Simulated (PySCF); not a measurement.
**B₂H₁₁N₂Si₂−: spin-spin couplings**

Aim: predict the spin-spin couplings of B₂H₁₁N₂Si₂− (`BN[BH2-]N([SiH3])[SiH3]`).

Computed with PySCF 2.14.0, with density-fitted response routines of our own, on a single molecule in the gas phase. Atoms count from 0, in the outputs and in this text.

## (1) The molecule as given

17 atoms, charge -1, multiplicity 1; geometry from: GFN2-xTB.

Bonds of the start (Å): B0–N1 1.36, N1–B2 1.53, B2–N3 1.60, N3–Si4 1.70, N3–Si5 1.70, B0–H6 1.20, B0–H7 1.18, N1–H8 1.01, B2–H9 1.20, B2–H10 1.22, Si4–H11 1.49, Si4–H12 1.48, Si4–H13 1.48, Si5–H14 1.48, Si5–H15 1.48, Si5–H16 1.48.

## (2) Spin-spin couplings: B3LYP/pcJ-1

What the job is given:

```
{"job": {"kind": "j", "xc": "B3LYP", "basis": "pcJ-1"}, "charge": -1, "multiplicity": 1}
B      2.678557     0.246548     0.310943
N      1.531266    -0.490645     0.362410
B      0.491731    -0.838570    -0.706419
N     -0.865684    -0.092899    -0.313647
Si    -1.926775    -0.943130     0.707359
Si    -0.889858     1.581109    -0.635045
H      3.314779     0.451798     1.302500
H      3.080030     0.668240    -0.718083
H      1.228117    -0.827306     1.266846
H      0.845384    -0.459677    -1.792461
H      0.280373    -2.037829    -0.691043
H     -1.414333    -1.257278     2.067889
H     -2.351220    -2.235207     0.131517
H     -3.161222    -0.158053     0.932597
H     -0.728126     1.869364    -2.073768
H     -2.216450     2.125554    -0.253381
H      0.096434     2.410011     0.091876
```

With the program's defaults for keys left out, this is: B3LYP/pcJ-1 indirect spin-spin coupling, non-relativistic, gas phase.

Launch:

```bash
$ OMP_NUM_THREADS=1 python probes_run.py task.json out
```

The driver reads the jobs from task.json and runs them one after another.

Predict these results of the whole session: largest coupling of the table (B3LYP/pcJ-1).

**Answer**, as computed:

| quantity | value |
| --- | --- |
| largest coupling of the table (B3LYP/pcJ-1) | 1J(Si,H) Si4–H11, -198.5 Hz |

What this shows: In the run at B3LYP/pcJ-1, the largest coupling of the table is Si4–H11 (mean over like pairs), -198.5 Hz, of which the Fermi-contact term gives -198.7 Hz. Couplings across rotatable bonds belong to this one conformer; where others are populated, the observed values are averages.
